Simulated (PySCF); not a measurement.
**C3H3ClF2O: electronic excitations and core binding energies**

Aim: predict the electronic excitations and core binding energies of C3H3ClF2O (`O=C(Cl)[C@@H](F)CF`).

The runs use PySCF 2.14.0, with density-fitted response routines of our own; the level of theory stands in each step. All values are computed, except where a source is named. Atoms count from 0, in the outputs and in this text.

### 1 The molecule as given

10 atoms, charge 0, multiplicity 1; geometry from: GFN2-xTB.

Bonds of the start (Å): O0–C1 1.18, C1–Cl2 1.75, C1–C3 1.52, C3–F4 1.37, C3–C5 1.54, C5–F6 1.36, C3–H7 1.10, C5–H8 1.10, C5–H9 1.09.

### 2 Ultraviolet spectrum: B3LYP/def2-SVPD

What the job is given:

```
{"job": {"kind": "uv", "xc": "B3LYP", "basis": "def2-SVPD", "nstates": 8, "ntriplets": 3}, "charge": 0, "multiplicity": 1}
O      1.490531    -1.540977    -0.937447
C      1.241426    -0.536310    -0.364607
Cl     2.216595     0.900632    -0.545341
C      0.055450    -0.310864     0.564937
F      0.437405     0.393217     1.674161
C     -1.046448     0.492058    -0.144329
F     -1.553722    -0.229654    -1.180947
H     -0.325763    -1.285287     0.898054
H     -1.862638     0.693500     0.557621
H     -0.643953     1.428341    -0.544630
```

Level: TDDFT B3LYP/def2-SVPD, vertical, gas phase, core orbitals frozen in the response.

Started as:

```console
$ OMP_NUM_THREADS=1 python probes_run.py task.json out
```

One launch serves the whole session: the jobs run in the order shown.

The program printed:

```text
coarse grid: 10000 points
cycle   1  E = -850.5318463790  dE =  1.010e+00  |g| = 9.810e-01  |ddm| = 4.249e+00
cycle   2  E = -849.7105363324  dE =  8.213e-01  |g| = 2.289e+00  |ddm| = 2.991e+00
cycle   3  E = -850.7004292726  dE = -9.899e-01  |g| = 2.587e-01  |ddm| = 2.195e+00
cycle   4  E = -850.7115948310  dE = -1.117e-02  |g| = 1.297e-01  |ddm| = 3.994e-01
cycle   5  E = -850.7147673818  dE = -3.173e-03  |g| = 1.836e-02  |ddm| = 1.221e-01
cycle   6  E = -850.7148418827  dE = -7.450e-05  |g| = 5.894e-03  |ddm| = 3.253e-02
cycle   7  E = -850.7148475283  dE = -5.646e-06  |g| = 2.142e-03  |ddm| = 6.399e-03
final grid: 95904 points
cycle   8  E = -850.8257732012  dE = -2.262e-05  |g| = 8.165e-03  |ddm| = 6.383e-02
cycle   9  E = -850.8257432331  dE =  2.997e-05  |g| = 1.531e-02  |ddm| = 1.843e-02
cycle  10  E = -850.8257843943  dE = -4.116e-05  |g| = 2.043e-03  |ddm| = 1.279e-02
cycle  11  E = -850.8257852182  dE = -8.239e-07  |g| = 3.663e-04  |ddm| = 2.177e-03
cycle  12  E = -850.8257852408  dE = -2.260e-08  |g| = 1.013e-04  |ddm| = 4.808e-04
cycle  13  E = -850.8257852430  dE = -2.227e-09  |g| = 2.227e-05  |ddm| = 1.624e-04
cycle  14  E = -850.8257852431  dE = -9.550e-11  |g| = 9.133e-06  |ddm| = 4.436e-05
converged SCF energy = -850.8257852431

Static polarisability (au): isotropic 55.769, principal 46.491 56.949 63.867

Singlet excitations
state   eV       nm        f      main configurations
  1   4.8133    257.6   0.00103   H->L 0.98
  2   5.9995    206.7   0.00139   H-1->L 0.90, H-2->L 0.10
  3   6.5355    189.7   0.02345   H-2->L 0.77, H->L+1 0.10, H-1->L 0.08
  4   6.8897    180.0   0.02136   H-3->L 0.98
  5   7.3444    168.8   0.02360   H-4->L 0.92
  6   7.8959    157.0   0.11293   H->L+1 0.65, H-5->L 0.12, H-1->L+1 0.08
  7   7.9871    155.2   0.01627   H-5->L 0.80
  8   8.2166    150.9   0.00280   H->L+2 0.57, H-2->L+1 0.33

Triplet excitations (Tamm-Dancoff, eV): 4.2763 5.3746 5.8268
```

Wall time 21 s (1 thread of Arm Neoverse V1, shared host); peak memory 0.71 GiB.

Frontier orbitals and where they lie:

| orbital | eV | atoms |
| --- | --- | --- |
| HOMO−3 | -10.19 | F6 25 %, F4 18 %, C3 17 % |
| HOMO−2 | -9.60 | Cl2 70 %, O0 13 %, C1 9 % |
| HOMO−1 | -9.53 | Cl2 78 %, C1 9 %, C3 5 % |
| HOMO | -8.76 | O0 52 %, Cl2 22 %, C1 8 % |
| LUMO | -2.21 | C1 38 %, O0 32 %, Cl2 12 % |
| LUMO+1 | -0.11 | Cl2 45 %, C1 18 %, C3 11 % |
| LUMO+2 | 0.41 | C5 23 %, F6 17 %, H9 13 % |

With each of the 8 states as a Gaussian band of 0.4 eV half-width at 1/e, the curve within the window shown has maxima at 183 nm (ε 1,600), 157 nm (ε 5,400) L/(mol cm). Beyond the last state computed it falls off for lack of states. The curve at chosen wavelengths:

(nm, ε (L/mol/cm)): (146, 591), (152, 3413), (158, 5381), (164, 3409), (170, 1835), (176, 1529), (182, 1586), (187, 1525), (193, 1159), (199, 660), (205, 298), (211, 123), (217, 51), (223, 22), (229, 12), (235, 13), (241, 21), (247, 31), (253, 39), (258, 42), (264, 39), (270, 31), (276, 22), (282, 15), (288, 9), (294, 5)

Ground-state properties from the same run:

| property | computed |
| --- | --- |
| dipole moment (D) | 2.26 |
| polarisability (Å³) | 8.26 |
| HOMO–LUMO gap (eV) | 6.55 |
| −ε(HOMO) (eV) | 8.76 |

### 3 Core holes by ΔSCF: SCAN, X2C

The job, as its differences from that of step 2:

```diff
@@ -1,2 +1,2 @@
-{"job": {"kind": "uv", "xc": "B3LYP", "basis": "def2-SVPD", "nstates": 8, "ntriplets": 3}, "charge": 0, "multiplicity": 1}
+{"job": {"kind": "xps"}, "charge": 0, "multiplicity": 1}
 O      1.490531    -1.540977    -0.937447
```

Level: delta-SCF UKS SCAN, pcX-2 on the ionised atom, pcseg-1 elsewhere, spin-free X2C.

The program printed:

```text
ground state, core basis on atom 0 (O), 148 functions
  cycle   1  E = -852.44428826  |g| = 9.85e-01
  cycle   2  E = -851.31324722  |g| = 2.57e+00
  cycle   3  E = -852.58216387  |g| = 3.66e-01
  cycle   4  E = -852.60709093  |g| = 1.73e-01
  cycle   5  E = -852.61289032  |g| = 3.68e-02
  cycle   6  E = -852.61318270  |g| = 1.08e-02
  cycle   7  E = -852.61319560  |g| = 6.40e-03
  cycle   8  E = -852.61320345  |g| = 1.22e-03
  cycle   9  E = -852.61320454  |g| = 2.81e-04
  E(ground) = -852.61852508 Eh
hole in O 1s of atom 0
  cycle   1  E = -831.96072442  |g| = 2.22e+00
  cycle   2  E = -830.84409402  |g| = 2.46e+00
  cycle   3  E = -832.46370608  |g| = 7.63e-01
  cycle   4  E = -832.52710492  |g| = 7.10e-01
  cycle   5  E = -832.78798874  |g| = 1.16e-01
  cycle   6  E = -832.79255909  |g| = 7.40e-02
  cycle   7  E = -832.79547789  |g| = 9.72e-03
  cycle   8  E = -832.79551577  |g| = 4.40e-03
  cycle   9  E = -832.79552561  |g| = 1.43e-03
  cycle  10  E = -832.79552709  |g| = 8.88e-04
  cycle  11  E = -832.79552611  |g| = 2.23e-04
  E(ion) = -832.80104818 Eh   <S^2> = 0.7667   hole on atom = 1.000   binding energy = 539.261 eV
ground state, core basis on atom 1 (C), 148 functions
  cycle   1  E = -852.59162045  |g| = 9.23e-02
  cycle   2  E = -852.58556104  |g| = 1.90e-01
  cycle   3  E = -852.59246157  |g| = 2.89e-02
  cycle   4  E = -852.59262570  |g| = 6.54e-03
  cycle   5  E = -852.59263598  |g| = 2.02e-03
  cycle   6  E = -852.59263765  |g| = 4.39e-04
  E(ground) = -852.60053833 Eh
hole in C 1s of atom 1
  cycle   1  E = -841.17886957  |g| = 1.51e+00
  cycle   2  E = -838.03830720  |g| = 2.76e+00
  cycle   3  E = -841.26633976  |g| = 1.02e+00
  cycle   4  E = -841.41533366  |g| = 8.17e-01
  cycle   5  E = -841.62799586  |g| = 4.60e-01
  cycle   6  E = -841.73343810  |g| = 9.71e-02
  cycle   7  E = -841.73547464  |g| = 5.40e-02
  cycle   8  E = -841.73680449  |g| = 1.28e-02
  cycle   9  E = -841.73691780  |g| = 6.17e-03
  cycle  10  E = -841.73695046  |g| = 2.70e-03
  cycle  11  E = -841.73696506  |g| = 1.78e-03
  cycle  12  E = -841.73697242  |g| = 1.01e-03
  cycle  13  E = -841.73697478  |g| = 5.89e-04
  cycle  14  E = -841.73697370  |g| = 3.15e-04
  E(ion) = -841.74054299 Eh   <S^2> = 0.7943   hole on atom = 1.000   binding energy = 295.516 eV
ground state, core basis on atom 2 (Cl), 159 functions
  cycle   1  E = -852.76912723  |g| = 4.86e-01
  cycle   2  E = -852.76860948  |g| = 7.91e-02
  cycle   3  E = -852.76379267  |g| = 1.70e-01
  cycle   4  E = -852.76942398  |g| = 2.57e-02
  cycle   5  E = -852.76954259  |g| = 5.67e-03
  cycle   6  E = -852.76955061  |g| = 1.60e-03
  cycle   7  E = -852.76954906  |g| = 2.68e-04
  E(ground) = -852.76254965 Eh
hole in Cl 1s of atom 2
  cycle   1  E = -747.53954780  |g| = 5.47e+00
  cycle   2  E = -747.55035796  |g| = 2.41e+00
  cycle   3  E = -747.41609444  |g| = 1.70e+00
  cycle   4  E = -748.66683287  |g| = 5.41e-01
  cycle   5  E = -748.74301684  |g| = 3.11e-01
  cycle   6  E = -748.77965189  |g| = 8.15e-02
  cycle   7  E = -748.78246231  |g| = 2.66e-02
  cycle   8  E = -748.78275079  |g| = 8.53e-03
  cycle   9  E = -748.78277350  |g| = 3.22e-03
  cycle  10  E = -748.78277695  |g| = 1.26e-03
  cycle  11  E = -748.78277802  |g| = 4.12e-04
  E(ion) = -748.78310492 Eh   <S^2> = 0.7527   hole on atom = 1.000   binding energy = 2829.425 eV
hole in Cl 2p of atom 2
  cycle   1  E = -844.67488951  |g| = 1.70e+00
  cycle   2  E = -844.23422142  |g| = 1.61e+00
  cycle   3  E = -844.68080491  |g| = 1.02e+00
  cycle   4  E = -845.12225878  |g| = 2.00e-01
  cycle   5  E = -845.13284289  |g| = 1.00e-01
  cycle   6  E = -845.13771355  |g| = 2.77e-02
  cycle   7  E = -845.13802599  |g| = 1.04e-02
  cycle   8  E = -845.13805681  |g| = 4.30e-03
  cycle   9  E = -845.13806380  |g| = 6.52e-04
  cycle  10  E = -845.13806464  |g| = 3.95e-04
  E(ion) = -845.13904283 Eh   <S^2> = 0.7526   hole on atom = 1.001   binding energy = 207.446 eV
  2p3/2 = 206.851 eV   2p1/2 = 208.505 eV
ground state, core basis on atom 3 (C), 148 functions
  cycle   1  E = -852.58950042  |g| = 6.15e-02
  cycle   2  E = -852.58936565  |g| = 3.61e-02
  cycle   3  E = -852.58935242  |g| = 3.79e-02
  cycle   4  E = -852.58965485  |g| = 1.15e-02
  cycle   5  E = -852.58968151  |g| = 3.49e-03
  cycle   6  E = -852.58968280  |g| = 4.47e-04
  E(ground) = -852.59716665 Eh
hole in C 1s of atom 3
  cycle   1  E = -841.21010499  |g| = 1.51e+00
  cycle   2  E = -837.35936934  |g| = 3.01e+00
  cycle   3  E = -841.38701738  |g| = 9.31e-01
  cycle   4  E = -841.65387506  |g| = 5.61e-01
  cycle   5  E = -841.73106714  |g| = 2.70e-01
  cycle   6  E = -841.75625989  |g| = 1.66e-01
  cycle   7  E = -841.76820991  |g| = 2.57e-02
  cycle   8  E = -841.76839814  |g| = 1.59e-02
  cycle   9  E = -841.76851765  |g| = 4.99e-03
  cycle  10  E = -841.76853142  |g| = 1.55e-03
  cycle  11  E = -841.76853553  |g| = 8.54e-04
  cycle  12  E = -841.76853618  |g| = 4.13e-04
  E(ion) = -841.77489062 Eh   <S^2> = 0.7732   hole on atom = 1.000   binding energy = 294.489 eV
ground state, core basis on atom 4 (F), 148 functions
  cycle   1  E = -852.62818808  |g| = 1.18e-01
  cycle   2  E = -852.62774282  |g| = 6.87e-02
  cycle   3  E = -852.62778631  |g| = 6.71e-02
  cycle   4  E = -852.62840021  |g| = 6.23e-03
  cycle   5  E = -852.62840732  |g| = 2.08e-03
  cycle   6  E = -852.62840689  |g| = 4.26e-04
  E(ground) = -852.63817305 Eh
hole in F 1s of atom 4
  cycle   1  E = -826.24133997  |g| = 2.58e+00
  cycle   2  E = -824.98930569  |g| = 2.62e+00
  cycle   3  E = -826.37009991  |g| = 1.29e+00
  cycle   4  E = -826.96436245  |g| = 6.52e-01
  cycle   5  E = -827.07860534  |g| = 3.32e-01
  cycle   6  E = -827.12735427  |g| = 8.96e-02
  cycle   7  E = -827.13042813  |g| = 3.92e-02
  cycle   8  E = -827.13106264  |g| = 7.19e-03
  cycle   9  E = -827.13108494  |g| = 1.76e-03
  cycle  10  E = -827.13108824  |g| = 5.76e-04
  cycle  11  E = -827.13108776  |g| = 3.37e-04
  E(ion) = -827.14606174 Eh   <S^2> = 0.7572   hole on atom = 1.000   binding energy = 693.676 eV
ground state, core basis on atom 5 (C), 148 functions
  cycle   1  E = -852.58753301  |g| = 8.69e-02
  cycle   2  E = -852.58623277  |g| = 1.12e-01
  cycle   3  E = -852.58812801  |g| = 2.25e-02
  cycle   4  E = -852.58820212  |g| = 8.63e-03
  cycle   5  E = -852.58821547  |g| = 2.71e-03
  cycle   6  E = -852.58821513  |g| = 7.50e-04
  cycle   7  E = -852.58821814  |g| = 1.79e-04
  E(ground) = -852.59555647 Eh
hole in C 1s of atom 5
  cycle   1  E = -841.22978679  |g| = 1.50e+00
  cycle   2  E = -837.98602498  |g| = 2.69e+00
  cycle   3  E = -841.06866633  |g| = 1.28e+00
  cycle   4  E = -841.69709632  |g| = 4.48e-01
  cycle   5  E = -841.75383154  |g| = 2.35e-01
  cycle   6  E = -841.77124259  |g| = 1.13e-01
  cycle   7  E = -841.77677314  |g| = 3.63e-02
  cycle   8  E = -841.77717103  |g| = 1.63e-02
  cycle   9  E = -841.77727874  |g| = 6.35e-03
  cycle  10  E = -841.77729810  |g| = 1.81e-03
  cycle  11  E = -841.77730008  |g| = 1.14e-03
  cycle  12  E = -841.77730145  |g| = 4.97e-04
  E(ion) = -841.78453668 Eh   <S^2> = 0.7712   hole on atom = 1.000   binding energy = 294.183 eV
ground state, core basis on atom 6 (F), 148 functions
  cycle   1  E = -852.62867062  |g| = 1.17e-01
  cycle   2  E = -852.62841993  |g| = 5.50e-02
  cycle   3  E = -852.62837214  |g| = 5.94e-02
  cycle   4  E = -852.62883728  |g| = 4.87e-03
  cycle   5  E = -852.62884359  |g| = 3.89e-04
  E(ground) = -852.63852934 Eh
hole in F 1s of atom 6
  cycle   1  E = -826.25547480  |g| = 2.58e+00
  cycle   2  E = -824.56173234  |g| = 2.57e+00
  cycle   3  E = -825.98713483  |g| = 1.41e+00
  cycle   4  E = -827.05367777  |g| = 4.65e-01
  cycle   5  E = -827.03559797  |g| = 4.69e-01
  cycle   6  E = -827.13053300  |g| = 1.20e-01
  cycle   7  E = -827.13661400  |g| = 3.46e-02
  cycle   8  E = -827.13701476  |g| = 1.41e-02
  cycle   9  E = -827.13706859  |g| = 4.85e-03
  cycle  10  E = -827.13707783  |g| = 7.97e-04
  cycle  11  E = -827.13707837  |g| = 4.31e-04
  E(ion) = -827.15236374 Eh   <S^2> = 0.7570   hole on atom = 1.000   binding energy = 693.514 eV
```

Wall time 55 s (1 thread of Arm Neoverse V1, shared host); peak memory 0.49 GiB.

Binding energies by hole, beside the orbital energy of the ground state; the difference holds orbital relaxation and, for a density functional, its self-interaction error:

| hole | stands for | environment | ΔSCF (eV; 2p as the shell's mean) | −ε (eV) | ⟨S²⟩ |
| --- | --- | --- | --- | --- | --- |
| O1s on O0 | O0 | carbonyl oxygen | 539.26 | 518.0 | 0.767 |
| C1s on C1 | C1 | carbonyl carbon | 295.52 | 278.2 | 0.794 |
| Cl1s on Cl2 | Cl2 | chlorine bonded to C | 2829.42 | 2764.4 | 0.753 |
| Cl2p on Cl2 | Cl2 | chlorine bonded to C | 207.40 | 194.2 | 0.753 |
| C1s on C3 | C3 | sp3 CH bonded to F, α to a carbonyl | 294.49 | 277.3 | 0.773 |
| F1s on F4 | F4 | fluorine on an sp3 carbon | 693.68 | 667.6 | 0.757 |
| C1s on C5 | C5 | sp3 CH2 bonded to F | 294.18 | 276.7 | 0.771 |
| F1s on F6 | F6 | fluorine on an sp3 carbon | 693.51 | 667.3 | 0.757 |

With the spin-orbit splitting: Cl2 2p3/2 206.85, 2p1/2 208.51 eV. The table gives each 2p level as the mean over the whole 2p shell (two parts 2p3/2, one part 2p1/2), which differs a little from the single hole in the log.

### 4 What came out

| quantity | value |
| --- | --- |
| lowest singlet (B3LYP/def2-SVPD) | 4.81 eV (258 nm), f = 0.001 |
| brightest single state of those computed | state 6, 7.90 eV, f = 0.113 |
| lowest triplet | 4.28 eV |
| C1s binding energies, SCAN/pcX-2 | C1 295.52, C3 294.49, C5 294.18 eV |
| F1s binding energies, SCAN/pcX-2 | F4 693.68, F6 693.51 eV |
| O1s binding energies, SCAN/pcX-2 | O0 539.26 eV |
| Cl1s binding energies, SCAN/pcX-2 | Cl2 2829.42 eV |
| Cl2p binding energies, SCAN/pcX-2 | Cl2 207.40 eV |

The lowest singlet, at 4.81 eV, is HOMO→LUMO 0.98 and is weak; of the 8 states computed, the strongest absorption comes from state 6 at 7.90 eV. The lowest triplet lies 0.54 eV below the lowest singlet (triplets in Tamm-Dancoff, singlets in full TDDFT). C1 (carbonyl carbon) binds its C1s electron 1.33 eV more tightly than C5 (sp3 CH2 bonded to F). The F1s levels kept as sound span 0.16 eV, from F6 (fluorine on an sp3 carbon) up to F4 (fluorine on an sp3 carbon).
